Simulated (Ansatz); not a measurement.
# CH₁₀N₂Si₂: vertical ionisation energy

How much energy removes an electron from CH₁₀N₂Si₂ at fixed geometry? The cation is run at each level and the neutral's energy taken from earlier runs.

Computed with Ansatz 0.2.0, Gaussian basis. Level: unrestricted cation, the program's frozen cores in correlated methods.

The runs, in order: UKS PBE-D4/def2-TZVPP; UKS r2SCAN-D4/def2-TZVPP; UKS PBE0-D4/def2-TZVPP; UKS B3LYP-D4/def2-TZVPP; UKS wB97X-V/def2-TZVPP; UKS wB97M-V/def2-TZVPP; UKS B2PLYP/def2-TZVPP; UHF-CCSD(T)/def2-TZVPP; UHF-MP2/def2-QZVPP; extrapolation to the limit; then −ε(HOMO) from the neutral's earlier runs with LDA (SPW92), PBE-D4, revPBE-D4, BLYP-D4, r2SCAN-D4, B97M-V, PBE0-D4, B3LYP-D4, r2SCANh-D4, r2SCAN0-D4, HSE06-D4, BHLYP-D4, CAM-B3LYP-D4, LC-ωPBE, ωB97X-V, ωB97M-V.

### 1 The geometry

An earlier PBE0-D4 in a triple-zeta def2 set relaxation fixed the geometry.

SMILES `C[Si](N)(N)[SiH3]`, 15 atoms, charge 0, spin multiplicity 1.

Atoms are counted from 1 here; the program's logs count them from 0.

Bond lengths: C1–Si2 1.872 Å, C1–H6 1.094 Å, C1–H7 1.094 Å, C1–H8 1.093 Å, Si2–N3 1.722 Å, Si2–N4 1.717 Å, Si2–Si5 2.358 Å, N3–H9 1.008 Å, N3–H10 1.007 Å, N4–H11 1.006 Å, N4–H12 1.008 Å, Si5–H13 1.492 Å, Si5–H14 1.494 Å, Si5–H15 1.491 Å. Angles: Si2–C1–H6 111.5°, Si2–C1–H7 110.6°, Si2–C1–H8 110.7°, H6–C1–H7 108.2°, H6–C1–H8 107.6°, H7–C1–H8 108.1°, C1–Si2–N3 105.4°, C1–Si2–N4 116.9°, C1–Si2–Si5 109.1°, N3–Si2–N4 105.9°, N3–Si2–Si5 115.1°, N4–Si2–Si5 104.8°, Si2–N3–H9 119.9°, Si2–N3–H10 120.0°, H9–N3–H10 111.3°, Si2–N4–H11 121.4°, Si2–N4–H12 120.7°, H11–N4–H12 111.9° and more.

As a file:

```xyz
15
charge 0, multiplicity 1
C    -1.3123   -0.1103    1.2945
Si    0.1351   -0.2819    0.1203
N     1.5349   -0.3136    1.1224
N     0.2006   -1.7132   -0.8261
Si    0.0667    1.4753   -1.4500
H    -1.2672    0.8295    1.8526
H    -1.3241   -0.9349    2.0133
H    -2.2576   -0.1247    0.7465
H     2.4503   -0.3733    0.7058
H     1.5562    0.2210    1.9754
H    -0.2788   -1.7811   -1.7080
H     0.3122   -2.6143   -0.3883
H    -0.1861    2.7805   -0.7729
H    -1.0095    1.2932   -2.4698
H     1.3577    1.5969   -2.1866
```

### 2 Cation, UKS PBE-D4/def2-TZVPP

Input file in.yaml:

```yaml
crystal:
  periodic: [false, false, false]
  atoms:
    - {symbol: C, position_ang: [-1.312258, -0.110278, 1.294536]}
    - {symbol: Si, position_ang: [0.135127, -0.281917, 0.120321]}
    - {symbol: N, position_ang: [1.534935, -0.313640, 1.122363]}
    - {symbol: N, position_ang: [0.200555, -1.713190, -0.826138]}
    - {symbol: Si, position_ang: [0.066715, 1.475346, -1.449997]}
    - {symbol: H, position_ang: [-1.267250, 0.829482, 1.852616]}
    - {symbol: H, position_ang: [-1.324069, -0.934889, 2.013311]}
    - {symbol: H, position_ang: [-2.257633, -0.124654, 0.746480]}
    - {symbol: H, position_ang: [2.450339, -0.373281, 0.705779]}
    - {symbol: H, position_ang: [1.556176, 0.220952, 1.975409]}
    - {symbol: H, position_ang: [-0.278793, -1.781065, -1.707957]}
    - {symbol: H, position_ang: [0.312236, -2.614265, -0.388333]}
    - {symbol: H, position_ang: [-0.186108, 2.780505, -0.772859]}
    - {symbol: H, position_ang: [-1.009534, 1.293214, -2.469771]}
    - {symbol: H, position_ang: [1.357662, 1.596881, -2.186558]}
basis:
  gaussian: {orbitals: def2-TZVPP}
total_charge: 1
magnetization: {spin_polarized: true, initial_magnetization: 1}
hamiltonian: {xc: pbe, dispersion: d4}
```

On the command line:

```bash
$ ansatz run in.yaml --threads 2 --pin off --events-out ev --progress --plain --max-ram 32768MiB --backend cuda --devices 0, --max-vram 18GiB
```

The runs that follow: Cation, UKS r2SCAN-D4/def2-TZVPP; Cation, UKS PBE0-D4/def2-TZVPP; Cation, UKS B3LYP-D4/def2-TZVPP; Cation, UKS wB97X-V/def2-TZVPP; Cation, UKS wB97M-V/def2-TZVPP; Cation, UKS B2PLYP (frozen core)/def2-TZVPP; Cation, UHF-CCSD(T)/def2-TZVPP; Cation, UHF-MP2/def2-QZVPP.

**Question.** What will the summary of the whole plan be? Wanted: ionisation energy, CCSD(T)/def2-TZVPP; nearest functional by difference; nearest −ε(HOMO); −ε(HOMO) of PBE; T1 of the cation.

The runs gave:

```
                             quantity               value
ionisation energy, CCSD(T)/def2-TZVPP             8.91 eV
     nearest functional by difference  ωB97X-V (-0.08 eV)
                     nearest −ε(HOMO)  ωB97M-V (-0.03 eV)
                      −ε(HOMO) of PBE             5.51 eV
                     T1 of the cation               0.065
```

What this shows: By cation minus neutral, the functionals miss by 0.71 eV at most. The PBE orbital energy is 3.4 eV too small: a semilocal HOMO is no ionisation energy. Among orbital estimates ωB97M-V comes nearest. Hartree-Fock falls 0.82 eV short, as the neutral has more correlation energy than the cation. The cation's T1 (from the report) is 0.065, above the customary mark of 0.045 for open shells, so the coupled-cluster value is less safe.
